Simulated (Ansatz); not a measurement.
# TaF3: the cost of one run

Program: Ansatz 0.2.0. Level of theory: DFT LDA+U (U_eff = 5 eV on Ta d), plane waves, PAW, no spin–orbit coupling unless a run says so. These are calculated values, not measurements.

1 further run of the same task is left out (it didn't finish).

**1. Starting point**

The structure is cubic, space group Pm-3m (No. 221). Conventional cell: a = 3.901 Å, b = 3.901 Å, c = 3.901 Å, α = 90.00°, β = 90.00°, γ = 90.00°. Ta (site symmetry m-3m) is surrounded by 6 F at 1.95 Å. F (site symmetry 4/mmm) is surrounded by 2 Ta at 1.95 Å.

Structure file:

```cif
data_structure
_symmetry_space_group_name_H-M 'Pm-3m'
_symmetry_Int_Tables_number 221
_cell_length_a 3.9012
_cell_length_b 3.9012
_cell_length_c 3.9012
_cell_angle_alpha 90.000
_cell_angle_beta 90.000
_cell_angle_gamma 90.000
_cell_volume 59.37
loop_
_atom_site_label
_atom_site_type_symbol
_atom_site_symmetry_multiplicity
_atom_site_Wyckoff_symbol
_atom_site_fract_x
_atom_site_fract_y
_atom_site_fract_z
_atom_site_occupancy
Ta1 Ta 1 a 0.00000 0.00000 0.00000 1
F1 F 3 d 0.50000 0.00000 0.00000 1
```

An earlier series on this cell reached its lowest free state from «ferromagnetic start, free, natural orbitals of the symmetric run filled by rank», perhaps among other starts.

**2. Total moment locked, 4.40 μB per cell**

File input.yaml:

```yaml
crystal:
  lattice:
    - [3.90120059, 0.0, 3.90120059]
    - [0.0, 3.90120059, 3.90120059]
    - [0.0, 0.0, 7.80240118]
  atoms:
    - { symbol: Ta, position: [0.0, 0.0, 0.0], spin: 2.2 }
    - { symbol: F, position: [0.5, 0.0, 0.75] }
    - { symbol: F, position: [0.0, 0.5, 0.75] }
    - { symbol: F, position: [0.0, 0.0, 0.25] }
    - { symbol: Ta, position: [0.0, 0.0, 0.5], spin: 2.2 }
    - { symbol: F, position: [0.5, 0.0, 0.25] }
    - { symbol: F, position: [0.0, 0.5, 0.25] }
    - { symbol: F, position: [0.0, 0.0, 0.75] }
basis:
  ecutwfc: 420
  ecutrho_ratio: 4
kpoints:
  mp_grid: { grid: [5, 5, 5] }
hamiltonian:
  xc: lda
  hubbard:
    sites:
      - { site: 0, l: d, u_eff: 5.0, starting_ns: [{ spin: up, occupation_matrix: s0up }, { spin: down, occupation_matrix: s0down }] }
      - { site: 4, l: d, u_eff: 5.0, starting_ns: [{ spin: up, occupation_matrix: s4up }, { spin: down, occupation_matrix: s4down }] }
    occupation_matrices:
      s0up:
        matrix:
          - [0.02, 0.0, 0.0, 0.0, 0.0]
          - [0.0, 0.02, 0.0, 0.0, 0.0]
          - [0.0, 0.0, 0.97, 0.0, 0.0]
          - [0.0, 0.0, 0.0, 0.02, 0.0]
          - [0.0, 0.0, 0.0, 0.0, 0.97]
      s0down:
        matrix:
          - [0.02, 0.0, 0.0, 0.0, 0.0]
          - [0.0, 0.02, 0.0, 0.0, 0.0]
          - [0.0, 0.0, 0.02, 0.0, 0.0]
          - [0.0, 0.0, 0.0, 0.02, 0.0]
          - [0.0, 0.0, 0.0, 0.0, 0.02]
      s4up:
        matrix:
          - [0.02, 0.0, 0.0, 0.0, 0.0]
          - [0.0, 0.02, 0.0, 0.0, 0.0]
          - [0.0, 0.0, 0.97, 0.0, 0.0]
          - [0.0, 0.0, 0.0, 0.02, 0.0]
          - [0.0, 0.0, 0.0, 0.0, 0.97]
      s4down:
        matrix:
          - [0.02, 0.0, 0.0, 0.0, 0.0]
          - [0.0, 0.02, 0.0, 0.0, 0.0]
          - [0.0, 0.0, 0.02, 0.0, 0.0]
          - [0.0, 0.0, 0.0, 0.02, 0.0]
          - [0.0, 0.0, 0.0, 0.0, 0.02]
    ns_hold: { iters: 8 }
scf:
  occupations: { method: gaussian, width: 0.05 }
  lower_state_search: "off"
  max_iter: 150
output:
  forces: true
  stress: true
  eigenvalues: true
  populations: true
  hubbard: { sites: [{ site: 0, l: d }, { site: 4, l: d }] }
magnetization:
  spin_polarized: true
  initial_magnetization: 4.4
  spin_locking: { lock_magnetization: hard }
```

The typed matrices put 0.97 on the chosen orbitals and 0.02 on the others, and are held for 8 cycles. The lock stays on to the end, so the result is a constrained state.

Launch:

```sh
ansatz run input.yaml --threads 4 --pin off --max-ram 6144MiB --backend cpu --events-out ev --progress --plain --runs-dir out
```

**Question.** How long does this run take on 4 threads of Arm Neoverse V1, shared host, and how much memory does it need?

About 8.4 s, with a peak of 0.5 GiB.
